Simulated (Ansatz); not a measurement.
Runs of Ansatz 0.2.0 on SnSe2. Symmetry: P-3m1, No. 164, trigonal system. Conventional cell: a = 3.811 Å, b = 3.811 Å, c = 6.136 Å, α = 90.00°, β = 90.00°, γ = 120.00°. Sn (site symmetry -3m) is surrounded by 6 Se at 2.68 Å. Se (site symmetry 3m) has 3 Sn at 2.68 Å as nearest neighbours. 

```csv
task,level,cell,k mesh,cutoff (eV),target pressure (GPa),gap on the mesh (eV),pressure (GPa),largest force (eV/Å)
relaxation of cell and atoms,r2SCAN,relaxed to 10 GPa,8 × 8 × 5,500,10,0.47,10.0,-
projected density of states,PBEsol,as given,5 × 5 × 3,420,-,0.72,2.6,0.55
projected density of states,r2SCAN,as given,5 × 5 × 3,500,-,1.09,3.7,0.48
projected density of states,PBE0,as given,5 × 5 × 3,420,-,2.20,2.7,0.29
relaxation of cell and atoms,r2SCAN,relaxed to 5 GPa,8 × 8 × 5,500,5,0.74,5.0,-
projected density of states,RPBE,as given,5 × 5 × 3,420,-,0.88,(a),0.79
projected density of states,r2SCAN0,as given,5 × 5 × 3,500,-,2.38,1.7,(b)
relaxation of cell and atoms,r2SCAN,relaxed to 30 GPa,8 × 8 × 5,500,30,none,30.0,-
relaxation of cell and atoms,r2SCAN,relaxed to 2 GPa,8 × 8 × 5,500,2,0.95,2.0,-
projected density of states,LDA,as given,5 × 5 × 3,420,-,0.66,0.9,0.43
projected density of states,revPBE,as given,5 × 5 × 3,420,-,0.86,7.0,0.78
projected density of states,BLYP,as given,5 × 5 × 3,420,-,0.79,9.7,1.01
```

Alike in all rows: potentials or basis Ansatz PAW; no spin polarisation; smearing fermi-dirac 0.05 eV.

Problem. Estimate the missing entries.

Solution. (a) 7.5; (b) 0.16.

Caveats: the PAW data sets come from PBE, with cores solved anew for the run's functional, which leaves a small shift of forces and pressure; odd divisions of the mesh miss points on the zone boundary, where band edges often lie, so the gap on the mesh can be too wide (some runs); spin-orbit coupling is left out, which moves the levels of the heavy elements (some runs); the density of states is complete only up to the lowest level of the last band computed (some runs); this functional lacks dispersion, which binds the layers, so the pressure and a relaxed spacing across them are unreliable (some runs); the plane-wave basis is chosen anew once the cell has moved, so the energies of steps on either side of that aren't comparable (some runs); the thresholds are loose for stress (some runs).

A k mesh can miss the band edges, and the runs leave out spin-orbit coupling on Se, Sn.

A gap of «none» marks a metal or a gap under the smearing width.

Runs at the PBE level aren't shown here.
